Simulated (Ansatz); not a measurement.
**CH₆F₂GeOSn: basis-set convergence**

One table from this session's results is given with a row withheld; the runs are named, their logs left out.

The runs use Ansatz 0.2.0, Gaussian basis; one geometry, several basis sets.

Plan: PBE0-D4/def2-SVP; ωB97M-V/def2-SVP; PBE0-D4/def2-QZVPP; ωB97M-V/def2-QZVPP; the functionals' def2-TZVPP values are taken from earlier runs.

**Structure used throughout**

All runs share one geometry, relaxed beforehand with PBE0-D4 in a triple-zeta def2 set. Sn takes the def2 core potential; no spin-orbit term is included.

12 atoms, charge 0, spin multiplicity 1.

Atoms are counted from 1 here; the program's logs count them from 0.

Bond lengths: C1–O2 1.416 Å, C1–H7 1.095 Å, C1–H8 1.093 Å, C1–H9 1.095 Å, O2–Sn3 1.938 Å, Sn3–F4 1.916 Å, Sn3–F5 1.916 Å, Sn3–Ge6 2.590 Å, Ge6–H10 1.529 Å, Ge6–H11 1.529 Å, Ge6–H12 1.529 Å. Angles: O2–C1–H7 111.9°, O2–C1–H8 107.5°, O2–C1–H9 111.9°, H7–C1–H8 108.4°, H7–C1–H9 108.7°, H8–C1–H9 108.4°, C1–O2–Sn3 121.1°, O2–Sn3–F4 105.5°, O2–Sn3–F5 105.5°, O2–Sn3–Ge6 115.9°, F4–Sn3–F5 101.2°, F4–Sn3–Ge6 113.7°, F5–Sn3–Ge6 113.6°, Sn3–Ge6–H10 107.0°, Sn3–Ge6–H11 107.3°, Sn3–Ge6–H12 107.2°, H10–Ge6–H11 111.7°, H10–Ge6–H12 111.7° and more.

Set-up of the first run:

Input file in.yaml:

```yaml
crystal:
  periodic: [false, false, false]
  atoms:
    - {symbol: C, position_ang: [-2.249554, -0.374715, 1.056210]}
    - {symbol: O, position_ang: [-1.201066, -0.618916, 0.136615]}
    - {symbol: Sn, position_ang: [0.429083, 0.428028, 0.176285]}
    - {symbol: F, position_ang: [1.063918, 0.320600, 1.981103]}
    - {symbol: F, position_ang: [-0.133736, 2.257670, 0.089479]}
    - {symbol: Ge, position_ang: [2.215962, -0.193422, -1.592814]}
    - {symbol: H, position_ang: [-1.929733, -0.532369, 2.091681]}
    - {symbol: H, position_ang: [-3.053522, -1.080230, 0.832784]}
    - {symbol: H, position_ang: [-2.646601, 0.641692, 0.963153]}
    - {symbol: H, position_ang: [3.401299, 0.748486, -1.380000]}
    - {symbol: H, position_ang: [1.578484, 0.001161, -2.969241]}
    - {symbol: H, position_ang: [2.602466, -1.653183, -1.351255]}
basis:
  gaussian: {orbitals: def2-SVP}
hamiltonian: {xc: pbe0, dispersion: d4}
output: {orbitals: {seedname: orbitals}}
```

Steps of the session up to this table: PBE0-D4 in def2-SVP; ωB97M-V in def2-SVP; PBE0-D4 in def2-QZVPP; ωB97M-V in def2-QZVPP.

One of the session's tables, all rows but one given; the rest of the session is left out.

It belongs to the step «Density functionals: the series». 

```
functional       basis  HOMO (eV)
   PBE0-D4    def2-SVP      -8.03
   PBE0-D4  def2-TZVPP          ?
   PBE0-D4  def2-QZVPP      -8.21
   ωB97M-V    def2-SVP     -10.43
   ωB97M-V  def2-TZVPP     -10.61
   ωB97M-V  def2-QZVPP     -10.64
```

Q: Estimate the row for PBE0-D4, def2-TZVPP from the others.

As computed: HOMO (eV): -8.18. In the column «HOMO (eV)» it lies between PBE0-D4, def2-QZVPP (-8.21) and PBE0-D4, def2-SVP (-8.03).
